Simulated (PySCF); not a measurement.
# ErH2O (Er(H2O)3+): the cost of one run

Method: PBE, Er lcecp-1-SVP with ECP57, O def2-SVP, H def2-SVP; scalar-relativistic core potentials, no spin–orbit coupling; program: PySCF 2.14.0.

3 further runs of the same task are left out: 2 for a known fault of the program, 1 that didn't finish.

### Step 1. The system as given

4 atoms, charge 3, spin multiplicity 1.

Bond lengths: Er1–O2 2.422 Å, O2–H3 0.970 Å, O2–H4 0.970 Å. Angles: Er1–O2–H3 127.5°, Er1–O2–H4 127.5°, H3–O2–H4 105.1°.

Geometry (Å):

```
Er    0.0000    0.0000    0.0000
O     0.0000    0.0000    2.4225
H     0.7700    0.0000    3.0125
H    -0.7700    0.0000    3.0125
```

Formal oxidation states: Er +3. Each metal's 11 4f electrons lie in its core potential, so multiplicities, spins and levels count the valence alone.

### Step 2. SCF at the start, singlet

run.py (the lines that set the calculation) reads:

```python
mol = gto.M(atom='''
Er     0.00000     0.00000     0.00000
O      0.00000     0.00000     2.42250
H      0.77000     0.00000     3.01250
H     -0.77000     0.00000     3.01250''',
    basis={'Er': 'lcecp-1-SVP', 'O': 'def2-SVP', 'H': 'def2-SVP'},
    ecp={'Er': 'lcecp-1-SVP'},
    charge=3, spin=0)
mf = dft.RKS(mol, xc='PBE')
mf.grids.atom_grid = (50, 194)  # f atoms: unpruned, at least (60, 302)
mf = mf.density_fit()  # fitting sets: Er AutoAux, O def2-universal-JKFIT, H def2-universal-JKFIT
mf.conv_tol = 1e-08; mf.max_cycle = 55
mf.kernel(dm0)  # dm0: free metal ions and neutral atoms
```

Command:

```sh
$ OMP_NUM_THREADS=2 python run.py
```

What time and memory should one allow on 2 threads of Arm Neoverse V1, shared host?

About 2.2 s, with a peak of 0.33 GiB.
